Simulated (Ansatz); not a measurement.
# Na2Sb (P4/mmm) in Ansatz: reference runs

Aim: a first look at Na2Sb with PBE, on the cell as given and on a disturbed one.

Program: Ansatz 0.2.0. These are calculated values, not measurements. Logs are shortened: lines on timing, memory, paths and dates and some standing lists are left out, and cuts for length are marked.

### Step 1. Starting point

The structure is tetragonal, space group P4/mmm (No. 123). Conventional cell: a = 3.286 Å, b = 3.286 Å, c = 4.642 Å, α = 90.00°, β = 90.00°, γ = 90.00°. Around Na (site symmetry mmm) lie 4 Na at 2.32 Å. Sb (site symmetry 4/mmm) is surrounded by 8 Na at 2.84 Å.

The cell was built by a generator and needn't be a form met in nature.

### Step 2. Single point, PBE

Contents of input.yaml:

```yaml
crystal:
  lattice:
    - [3.28643631, 0.0, 0.0]
    - [0.0, 3.28643631, 0.0]
    - [0.0, 0.0, 4.64202252]
  atoms:
    - { symbol: Na, position: [0.5, 0.0, 0.5] }
    - { symbol: Na, position: [0.0, 0.5, 0.5] }
    - { symbol: Sb, position: [0.0, 0.0, 0.0] }
kpoints:
  mp_grid: { grid: [8, 8, 6] }
scf:
  occupations: { method: fermi_dirac, width: 0.05 }
hamiltonian:
  xc: pbe
  pseudopotentials: { kind: all_electron, lapw: { basis_error: 0.001 } }
output:
  forces: true
  stress: true
  eigenvalues: true
  populations: true
```

Potentials or basis: all-electron LAPW, scalar-relativistic.

Command:

```bash
ansatz run input.yaml --threads 2 --pin off --max-ram 6144MiB --backend cpu --events-out ev --progress --plain --runs-dir out
```

Output:

```text
Warning: RAYON_NUM_THREADS=2 ignored (pool sized by the plan → 2); use --threads N
Na: projections on atomic orbitals take those of the free atom 1s2 2s2 2p6 3s1, of charge +0.00 (hamiltonian.pseudopotentials.projection_atoms)
Sb: projections on atomic orbitals take those of the free atom 1s2 2s2 2p6 3s2 3p6 3d10 4s2 4p6 4d10 5s2 5p3, of charge +0.00 (hamiltonian.pseudopotentials.projection_atoms)
LAPW: plane waves up to 8.249 Å⁻¹, error target 1.0e-3 eV per atom; small_component_spin mean_spin; Na in spheres of 1.162 Å, 9 of its electrons in bands, Dirac shells []; Sb in spheres of 1.388 Å, 23 of its electrons in bands, Dirac shells [] (how accurate: hamiltonian.pseudopotentials.lapw.basis_error, Limitations)
Engine: ansatz 0.2.0, aarch64-unknown-linux-gnu
Pseudopotentials: kind: all_electron
Pseudopotential: Na, LAPW, valence charge 9, lapw/all_electron/scalar/gaussian/Na, Koelling and Harmon's equation, gaussian nucleus
Pseudopotential: Sb, LAPW, valence charge 23, lapw/all_electron/scalar/gaussian/Sb, Koelling and Harmon's equation, gaussian nucleus
Functional definition: PBE
  parameter kappa = 0.804
  parameter beta = 0.06672455060314922
  exchange = pbe_x(kappa = kappa, mu = beta*pi^2/3)
  correlation = pbe_c(beta = beta)
Crystal: 3 atoms, lattice volume = 50.137 Å³
Basis set: ecut = 259.279944385249 eV, 489 PW (Γ), exchange–correlation at level 2
Bands: 25, of which v1, the nominal top of the filled ones, is band 21 counted from 1 (20 counted from 0)
Symmetry: 16 space group operations
Space group: P4/mmm (ITA 123), of the structure as read, at distance tolerance 3.7e-5 Å
k-points: 60 of 384
Non-local potential: Na, projectors of the file, none
Non-local potential: Sb, projectors of the file, none
Initial density: superposition of atomic densities (chi_scale 0.1, normalization cell, long waves kept (reshape's long-wave potential 0.00 eV rms))
Initial wavefunctions: plane waves of lowest kinetic energy (no species holds an atomic orbital)
Functional: x = pbe(κ = 0.804, μ = 0.2195149727645171), c = pbe(β = 0.06672455060314922)
iter 1 solved again at ethr=1.83e-3 eV; its pass at ethr=1.00e-1 eV (dr2=7.52e-1 eV) is discarded
SCF iter   1: F=—  HF=-185205.542922 eV  |F-HF|=—  |Δ(HF+E_count)|=         —  Δρ=2.57e-2  dr2=7.53e-1  ethr=1.83e-3  ⟨swp⟩=2.0  Hψ=9460  notcnv=0
preconditioner: auto → Kerker (q_TF=auto, 2.638 Å⁻¹)  [metal: Δε(μ)=0.003 eV  Ē_g=9.404 eV  σ=0.050 eV  W_gap=0.02  n_scr=14 (ndim 8)  ℏωp=13.9 eV  f_vac=0.000  D(μ)=0.91/eV (n_scr^D=2)]
SCF iter   2: F=—  HF=-185205.392606 eV  |F-HF|=—  |Δ(HF+E_count)|=   1.50e-1  Δρ=1.83e-2  dr2=4.03e-1  ethr=1.83e-3  ⟨swp⟩=2.0  Hψ=4381  notcnv=0  defer=1
iter 3 solved again at ethr=8.91e-5 eV; its pass at ethr=9.84e-4 eV (dr2=3.65e-2 eV) is discarded
SCF iter   3: F=—  HF=-185205.286816 eV  |F-HF|=—  |Δ(HF+E_count)|=   1.06e-1  Δρ=5.62e-3  dr2=3.64e-2  ethr=8.91e-5  ⟨swp⟩=2.0  Hψ=7513  notcnv=0
SCF iter   4: F=—  HF=-185205.274417 eV  |F-HF|=—  |Δ(HF+E_count)|=         —  Δρ=2.11e-3  dr2=4.89e-3  ethr=8.88e-5  ⟨swp⟩=2.0  Hψ=4185  notcnv=0
the basis was enlarged: its passes take 410.3 KiB over the memory plan, 2 of 2 planned eigensolver slots
SCF iter   5: F=—  HF=-185205.273123 eV  |F-HF|=—  |Δ(HF+E_count)|=   1.29e-3  Δρ=4.68e-4  dr2=1.10e-4  ethr=1.19e-5  ⟨swp⟩=2.3  Hψ=4187  notcnv=0
SCF iter   6: F=—  HF=-185205.273145 eV  |F-HF|=—  |Δ(HF+E_count)|=   2.17e-5  Δρ=2.28e-4  dr2=3.42e-5  ethr=2.67e-7  ⟨swp⟩=2.1  Hψ=4134  notcnv=0
SCF iter   7: F=—  HF=-185205.273144 eV  |F-HF|=—  |Δ(HF+E_count)|=   3.00e-7  Δρ=1.12e-4  dr2=6.36e-6  ethr=8.33e-8  ⟨swp⟩=2.1  Hψ=4135  notcnv=0
SCF iter   8: F=—  HF=-185205.273146 eV  |F-HF|=—  |Δ(HF+E_count)|=   1.55e-6  Δρ=2.63e-5  dr2=5.18e-7  ethr=1.55e-8  ⟨swp⟩=2.7  Hψ=4185  notcnv=0
SCF iter   9: F=-185205.273146 eV  HF=-185205.273146 eV  |F-HF|=8.53e-9  |Δ(HF+E_count)|=   6.59e-8  Δρ=6.57e-6  dr2=3.76e-8  ethr=1.26e-9  ⟨swp⟩=2.9  Hψ=4209  notcnv=0
SCF 1 converged in 9 iterations: F = -185205.273146 eV  dr2 = 3.76e-8
SCF converged after 9 iterations
Free energy (F): -185205.273146 eV
Harris-Foulkes:  -185205.273146 eV  (|F-HF|=8.53e-9)
Internal energy: -185205.262684 eV  (E = F + TS)
E sigma→0 (E₀):  -185205.267915 eV
Entropy (-TS):   -0.010462 eV (-3.487 meV/atom)
Fermi energy:    13.380961 eV
--- Per-component energies (eV) ---
  E_band       = -1193.817395
  E_kinetic    = 194746.623684
  E_xc         = -5432.848657
  E_electrostatic = -374519.037711  (all electrons and nuclei)
  E_smearing   = -0.010462  (= −TS)
  E_closure    = 0.000000  (closes the sum)
  E_atoms      = -185201.605217  (free atoms, spherical and without spin; not in F)
  Σ components = -185205.273146   (vs F -185205.273146, Δ=0.00e0)
  Basis errors (estimates in eV, not in F): energy 3.9e-4 per atom: plane waves 3.5e-4 (1.9e-4 summed), levels above the bands 4.1e-45, relativity 2.5e-8, radial functions 3.8e-5, core shells 2.1e-8; eigenvalues (radial functions only) 1.7e-6; not estimated: angular momenta, meshes, grids; target (lapw.basis_error) 1.0e-3; muffin-tin radii Na 1.162 Å, Sb 1.388 Å
--- Forces (eV/Å), atoms counted from 1 ---
  atom   1  Na    -0.00000000     0.00000000     0.00000000
  atom   2  Na     0.00000000     0.00000000     0.00000000
  atom   3  Sb     0.00000000     0.00000000     0.00000000
  max |Σ_I F_I| component: 6.66e-31 eV/Å
--- Stress (GPa, compression-positive) ---
       39.136207       0.000000       0.000000
        0.000000      39.136207       0.000000
        0.000000       0.000000      28.016558
  P = ⅓ Tr σ = 35.4297 GPa (354.297 kbar)
--- Band table (eV; the first three rows and the last of 60) ---
  k-point 0: bands = ["-131.0553", "-84.0545", "-84.0545", "-83.9779", "-41.5780", "-41.2411", "-15.9722", "-15.8713", "-15.8669", "-15.8563", "-15.8563", "-13.8482", "-13.8482", "-13.3873", "-13.0469", "-12.9710", "-12.9710", "1.2128", "9.4357", "12.2669", "15.0812", "15.0812", "16.5278", "19.0636", "22.7511"]
  k-point 1: bands = ["-131.0553", "-84.0545", "-84.0545", "-83.9779", "-41.5780", "-41.2411", "-15.9732", "-15.8723", "-15.8669", "-15.8580", "-15.8580", "-13.8461", "-13.8461", "-13.3887", "-13.0458", "-12.9706", "-12.9706", "1.3291", "8.4848", "13.5655", "15.0901", "15.0901", "16.6996", "19.1659", "21.4159"]
  k-point 2: bands = ["-131.0553", "-84.0545", "-84.0545", "-83.9779", "-41.5779", "-41.2411", "-15.9752", "-15.8742", "-15.8669", "-15.8615", "-15.8615", "-13.8420", "-13.8420", "-13.3915", "-13.0435", "-12.9698", "-12.9698", "1.5921", "7.2847", "15.1085", "15.1085", "15.6528", "17.3631", "19.3973", "20.0505"]
  k-point 59: bands = ["-131.0552", "-84.0555", "-84.0555", "-83.9777", "-41.4021", "-41.4021", "-15.9231", "-15.8835", "-15.8835", "-15.8276", "-15.8200", "-14.0970", "-14.0625", "-13.2003", "-13.2003", "-12.9026", "-12.8423", "5.4752", "9.7823", "9.7823", "10.8755", "14.2825", "14.8670", "16.0929", "16.0929"]
--- Löwdin populations: 3 sites ---
  site symbol       q [e]
     0     Na     10.4791
     1     Na     10.4791
     2     Sb     51.9028
  spilling = 0.001903 (of n_electrons = 73.000000)
```

Wall time 9.7 s (2 threads of Arm Neoverse V1, shared host); peak memory 0.38 GiB.

What came out:

- Free energy: -185205.2731 eV
- Pressure: 35.4 GPa
- Band gap on the k mesh: none (metal or under the smearing width)
- Loewdin charges: Na +0.52; Sb -0.90 e

Caveat: a pressure of tens of GPa on the cell as given is suspect, and the run, the potentials or the cell itself is likely at fault. The run has no spin-orbit coupling, so splittings on Sb are missing.

### Step 3. Single point, PBE (atoms moved at random, drawn with an rms of 0.05 Å)

input.yaml, as its differences from that of step 2:

```diff
@@ -6,5 +6,5 @@
   atoms:
-    - { symbol: Na, position: [0.5, 0.0, 0.5] }
-    - { symbol: Na, position: [0.0, 0.5, 0.5] }
-    - { symbol: Sb, position: [0.0, 0.0, 0.0] }
+    - { symbol: Na, position: [0.505852, -0.004115, 0.501931] }
+    - { symbol: Na, position: [-0.000364, 0.512051, 0.503172] }
+    - { symbol: Sb, position: [-0.000376, 0.011851, -0.00368] }
 kpoints:
```

Potentials or basis: all-electron LAPW, scalar-relativistic.

Command:

```bash
ansatz run input.yaml --threads 2 --pin off --max-ram 6144MiB --backend cpu --events-out ev --progress --plain --runs-dir out
```

Output:

```text
Warning: RAYON_NUM_THREADS=2 ignored (pool sized by the plan → 2); use --threads N
Na: projections on atomic orbitals take those of the free atom 1s2 2s2 2p6 3s1, of charge +0.00 (hamiltonian.pseudopotentials.projection_atoms)
Sb: projections on atomic orbitals take those of the free atom 1s2 2s2 2p6 3s2 3p6 3d10 4s2 4p6 4d10 5s2 5p3, of charge +0.00 (hamiltonian.pseudopotentials.projection_atoms)
LAPW: plane waves up to 8.457 Å⁻¹, error target 1.0e-3 eV per atom; small_component_spin mean_spin; Na in spheres of 1.136 Å, 9 of its electrons in bands, Dirac shells []; Sb in spheres of 1.361 Å, 23 of its electrons in bands, Dirac shells [] (how accurate: hamiltonian.pseudopotentials.lapw.basis_error, Limitations)
Engine: ansatz 0.2.0, aarch64-unknown-linux-gnu
Pseudopotentials: kind: all_electron
Pseudopotential: Na, LAPW, valence charge 9, lapw/all_electron/scalar/gaussian/Na, Koelling and Harmon's equation, gaussian nucleus
Pseudopotential: Sb, LAPW, valence charge 23, lapw/all_electron/scalar/gaussian/Sb, Koelling and Harmon's equation, gaussian nucleus
Functional definition: PBE
  parameter kappa = 0.804
  parameter beta = 0.06672455060314922
  exchange = pbe_x(kappa = kappa, mu = beta*pi^2/3)
  correlation = pbe_c(beta = beta)
Crystal: 3 atoms, lattice volume = 50.137 Å³
Basis set: ecut = 272.4614750370436 eV, 513 PW (Γ), exchange–correlation at level 2
[... 34 lines left out ...]
  E_electrostatic = -374519.040199  (all electrons and nuclei)
  E_smearing   = -0.010420  (= −TS)
  E_closure    = 0.000000  (closes the sum)
  E_atoms      = -185201.605217  (free atoms, spherical and without spin; not in F)
  Σ components = -185205.260832   (vs F -185205.260832, Δ=0.00e0)
  Basis errors (estimates in eV, not in F): energy 4.1e-4 per atom: plane waves 3.7e-4 (2.1e-4 summed), levels above the bands 3.8e-45, relativity 2.9e-8, radial functions 4.1e-5, core shells 3.7e-8; eigenvalues (radial functions only) 1.8e-6; not estimated: angular momenta, meshes, grids; target (lapw.basis_error) 1.0e-3; muffin-tin radii Na 1.136 Å, Sb 1.361 Å
--- Forces (eV/Å), atoms counted from 1 ---
  atom   1  Na    -0.15210785     0.16265342    -0.21073493
  atom   2  Na     0.08581233    -0.22348403    -0.22543549
  atom   3  Sb     0.06629499     0.06084403     0.43608957
  max |Σ_I F_I| component: 8.09e-5 eV/Å
--- Stress (GPa, compression-positive) ---
       39.214168      -0.025226       0.037441
       -0.025226      39.164427       0.035142
        0.037441       0.035142      28.060760
  P = ⅓ Tr σ = 35.4798 GPa (354.798 kbar)
--- Band table (eV; the first three rows and the last of 196) ---
  k-point 0: bands = ["-131.0553", "-84.0545", "-84.0544", "-83.9780", "-41.5863", "-41.2455", "-15.9723", "-15.8716", "-15.8670", "-15.8567", "-15.8564", "-13.8613", "-13.8518", "-13.3946", "-13.0518", "-12.9783", "-12.9717", "1.2127", "9.4368", "12.2661", "15.0786", "15.0811", "16.5324", "19.0630", "22.7347"]
  k-point 1: bands = ["-131.0553", "-84.0545", "-84.0544", "-83.9780", "-41.5863", "-41.2455", "-15.9733", "-15.8725", "-15.8670", "-15.8584", "-15.8582", "-13.8593", "-13.8497", "-13.3960", "-13.0506", "-12.9779", "-12.9713", "1.3290", "8.4857", "13.5645", "15.0884", "15.0905", "16.7033", "19.1651", "21.4152"]
  k-point 2: bands = ["-131.0553", "-84.0545", "-84.0544", "-83.9780", "-41.5862", "-41.2455", "-15.9753", "-15.8744", "-15.8670", "-15.8619", "-15.8617", "-13.8551", "-13.8456", "-13.3988", "-13.0483", "-12.9772", "-12.9706", "1.5917", "7.2858", "15.1064", "15.1079", "15.6557", "17.3642", "19.3960", "20.0506"]
  k-point 195: bands = ["-131.0553", "-84.0556", "-84.0555", "-83.9779", "-41.4101", "-41.4068", "-15.9232", "-15.8839", "-15.8837", "-15.8277", "-15.8203", "-14.1060", "-14.0714", "-13.2074", "-13.2052", "-12.9056", "-12.8455", "5.4750", "9.7811", "9.7820", "10.8760", "14.2809", "14.8624", "16.0946", "16.1019"]
--- Löwdin populations: 3 sites ---
  site symbol       q [e]
     0     Na     10.4791
     1     Na     10.4788
     2     Sb     51.9032
  spilling = 0.001904 (of n_electrons = 73.000000)
```

populations.tsv:

```text
# site	symbol	l	j	q
# orbitals = lowdin
# n_electrons = 73.000000
# spilling = 0.001904
# projection_atom_Na: 1s2 2s2 2p6 3s1
# projection_atom_Sb: 1s2 2s2 2p6 3s2 3p6 3d10 4s2 4p6 4d10 5s2 5p3
0	Na	0_1S	-	1.999601
0	Na	0_2S	-	1.960464
0	Na	0_3S	-	0.525754
0	Na	1_2P	-	5.993299
1	Na	0_1S	-	1.999601
1	Na	0_2S	-	1.960456
1	Na	0_3S	-	0.525416
1	Na	1_2P	-	5.993298
2	Sb	0_1S	-	1.999999
2	Sb	0_2S	-	1.999961
2	Sb	0_3S	-	1.999423
2	Sb	0_4S	-	1.992902
2	Sb	0_5S	-	1.805592
2	Sb	1_2P	-	6.000000
2	Sb	1_3P	-	5.999971
2	Sb	1_4P	-	5.997259
2	Sb	1_5P	-	4.110205
2	Sb	2_3D	-	10.000000
2	Sb	2_4D	-	9.997844
```

It took 54 s on 2 threads of Arm Neoverse V1, shared host; peak memory 0.65 GiB.

What came out:

```yaml
Free_energy: -185205.2608 eV
Pressure: 35.5 GPa
Largest_force: 0.445 eV/Å
Band_gap_on_the_k_mesh: none (metal or under the smearing width)
Loewdin_charges: Na +0.52; Sb -0.90 e
```

Forces in eV/Å, atoms in the order of the input:
```
Na  -0.152  0.163 -0.211
Na   0.086 -0.223 -0.225
Sb   0.066  0.061  0.436
```

Stress tensor (GPa, compression positive):
```
39.21 -0.03  0.04
-0.03 39.16  0.04
 0.04  0.04 28.06
```

Spin-orbit coupling is left out, which matters for the levels of Sb.
